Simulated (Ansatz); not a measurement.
# Cu (fcc type): the cost of one run

Computed with Ansatz 0.2.0 (DFT, LDA, all-electron LAPW, scalar-relativistic, unless a step's input says otherwise).

1 further run of the same task is left out (it didn't finish).

## 1. The system as given

The structure is cubic, space group Fm-3m (No. 225). The conventional cell has a = 3.518 Å, b = 3.518 Å, c = 3.518 Å, α = 90.00°, β = 90.00°, γ = 90.00°. Cu (site symmetry m-3m) has 12 Cu at 2.49 Å as nearest neighbours.

Coordinates:

```cif
data_structure
_symmetry_space_group_name_H-M 'P 1'
_symmetry_Int_Tables_number 1
_cell_length_a 2.4877
_cell_length_b 2.4877
_cell_length_c 3.5181
_cell_angle_alpha 90.000
_cell_angle_beta 90.000
_cell_angle_gamma 90.000
_cell_volume 21.77
loop_
_atom_site_label
_atom_site_type_symbol
_atom_site_fract_x
_atom_site_fract_y
_atom_site_fract_z
_atom_site_occupancy
Cu1 Cu 0.00000 0.00000 0.00000 1
Cu2 Cu 0.50000 0.50000 0.50000 1
```

Atoms are numbered in the order of the input: Cu1, Cu2.

## 2. Bulk in the slab's orientation, LAPW

input.yaml reads:

```yaml
crystal:
  lattice:
    - [1.7590474221, 1.7590474221, 0.0]
    - [-1.7590474221, 1.7590474221, 0.0]
    - [0.0, 0.0, 3.5180948441]
  atoms:
    - { symbol: Cu, position: [0.0, 0.0, 0.0] }
    - { symbol: Cu, position: [0.5, 0.5, 0.5] }
kpoints:
  mp_grid: { grid: [13, 13, 9] }
scf:
  occupations: { method: fermi_dirac, width: 0.1 }
hamiltonian:
  xc: lda
  pseudopotentials: { kind: all_electron, lapw: { basis_error: 0.001 } }
output:
  forces: true
  stress: true
  eigenvalues: true
```

Launch:

```bash
> ansatz run input.yaml --threads 2 --pin off --max-ram 4096MiB --backend cpu --events-out ev --progress --plain --runs-dir out
```

**Question.** How long does this run take on 2 threads of Intel Xeon Platinum 8488C (Sapphire Rapids), shared host, and how much memory does it need?

About 12 s, with a peak of 0.52 GiB.
